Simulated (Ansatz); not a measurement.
# CH8AlNO3: up Jacob's ladder to CCSD(T)

The task here is to estimate one member of a computed series from the others.

Method: functionals in def2-TZVPP, the program's frozen cores in correlated methods; program: Ansatz 0.2.0, Gaussian basis.

The runs, in order: LDA (SPW92), PBE-D4, revPBE-D4, BLYP-D4, r2SCAN-D4, B97M-V, PBE0-D4, B3LYP-D4, r2SCANh-D4, r2SCAN0-D4, HSE06-D4, BHLYP-D4, CAM-B3LYP-D4, LC-ωPBE, ωB97X-V, ωB97M-V, B2PLYP, PBE-QIDH; CCSD(T)/def2-SVP; CCSD(T)/def2-TZVPP; MP2/def2-QZVPP; extrapolation to the limit; RPA on PBE.

### Structure used throughout

The geometry comes from an earlier relaxation with PBE0-D4 in a triple-zeta def2 set; it is a stationary point, not always the lowest conformer.

14 atoms, charge 0, spin multiplicity 1.

Atoms are counted from 1 here; the program's logs count them from 0.

Bond lengths: C1–N2 1.472 Å, C1–H7 1.092 Å, C1–H8 1.089 Å, C1–H9 1.089 Å, N2–Al3 2.003 Å, N2–H10 1.015 Å, N2–H11 1.016 Å, Al3–O4 1.724 Å, Al3–O5 1.723 Å, Al3–O6 1.724 Å, O4–H12 0.955 Å, O5–H13 0.955 Å, O6–H14 0.955 Å. Angles: N2–C1–H7 112.2°, N2–C1–H8 108.3°, N2–C1–H9 108.2°, H7–C1–H8 110.0°, H7–C1–H9 109.6°, H8–C1–H9 108.3°, C1–N2–Al3 113.4°, C1–N2–H10 110.8°, C1–N2–H11 110.5°, Al3–N2–H10 107.8°, Al3–N2–H11 107.5°, H10–N2–H11 106.5°, N2–Al3–O4 98.8°, N2–Al3–O5 99.6°, N2–Al3–O6 100.4°, O4–Al3–O5 117.9°, O4–Al3–O6 117.1°, O5–Al3–O6 116.8° and more.

Set-up of the first run:

Input file in.yaml:

```yaml
crystal:
  periodic: [false, false, false]
  atoms:
    - {symbol: C, position_ang: [0.239115, -1.648039, 0.834637]}
    - {symbol: N, position_ang: [0.923475, -0.478909, 0.259809]}
    - {symbol: Al, position_ang: [-0.333433, 0.903066, -0.464249]}
    - {symbol: O, position_ang: [-1.014404, 1.446653, 1.023086]}
    - {symbol: O, position_ang: [0.797015, 1.933211, -1.257477]}
    - {symbol: O, position_ang: [-1.330176, -0.079750, -1.471218]}
    - {symbol: H, position_ang: [0.942404, -2.396480, 1.205181]}
    - {symbol: H, position_ang: [-0.398612, -2.083589, 0.066787]}
    - {symbol: H, position_ang: [-0.393871, -1.304609, 1.651813]}
    - {symbol: H, position_ang: [1.545049, -0.758268, -0.493050]}
    - {symbol: H, position_ang: [1.504017, -0.026751, 0.959816]}
    - {symbol: H, position_ang: [-1.960756, 1.496917, 1.137098]}
    - {symbol: H, position_ang: [0.867045, 2.854956, -1.019480]}
    - {symbol: H, position_ang: [-1.399768, 0.112393, -2.403952]}
basis:
  gaussian: {orbitals: def2-TZVPP}
hamiltonian: {xc: lda}
output: {orbitals: {seedname: orbitals}}
```

Run with:

```bash
$ ansatz run in.yaml --threads 4 --pin off --events-out ev --progress --plain --max-ram 11315MiB
```

Steps of the session up to this table: LDA; PBE-D4 (GGA); revPBE-D4 (GGA); BLYP-D4 (GGA); r2SCAN-D4 (meta-GGA); B97M-V (meta-GGA); PBE0-D4 (hybrid); B3LYP-D4 (hybrid); r2SCANh-D4 (hybrid); r2SCAN0-D4 (hybrid); HSE06-D4 (hybrid); BHLYP-D4 (hybrid); CAM-B3LYP-D4 (range-separated); LC-ωPBE (range-separated); ωB97X-V (range-separated); ωB97M-V (range-separated); B2PLYP (double hybrid); PBE-QIDH (double hybrid).

One table of the session follows, with a row left open; its other results are not shown here.

It belongs to the step «Frontier levels by functional». 

| functional | HOMO (eV) | LUMO (eV) | gap (eV) |
| --- | --- | --- | --- |
| LDA (SPW92) | -6.30 | -0.70 | 5.60 |
| PBE-D4 | -6.09 | -0.55 | 5.54 |
| revPBE-D4 | -6.01 | -0.47 | 5.54 |
| BLYP-D4 | -6.00 | -0.57 | 5.42 |
| r2SCAN-D4 | -6.45 | 0.12 | 6.57 |
| B97M-V | -6.54 | -0.37 | 6.17 |
| PBE0-D4 | -7.77 | 0.29 | 8.07 |
| B3LYP-D4 | -7.51 | -0.06 | 7.45 |
| r2SCANh-D4 | ? | ? | ? |
| r2SCAN0-D4 | -8.05 | 0.73 | 8.78 |
| HSE06-D4 | -7.36 | -0.08 | 7.29 |
| BHLYP-D4 | -9.42 | 0.91 | 10.33 |
| CAM-B3LYP-D4 | -9.30 | 1.05 | 10.34 |
| LC-ωPBE | -10.67 | 2.39 | 13.06 |
| ωB97X-V | -10.32 | 2.15 | 12.47 |
| ωB97M-V | -10.26 | 1.70 | 11.96 |

Estimate the missing values for r2SCANh-D4.

Worked estimate for «HOMO (eV)». Against the share of exact exchange, r2SCAN-D4 (0, -6.45), r2SCAN0-D4 (0.25, -8.05) give a slope of -6.40 per unit share; at 0.1 the line stands at -7.09.

As computed: HOMO (eV): -7.09; LUMO (eV): 0.37; gap (eV): 7.46. In «HOMO (eV)» the line misses by 0.00.
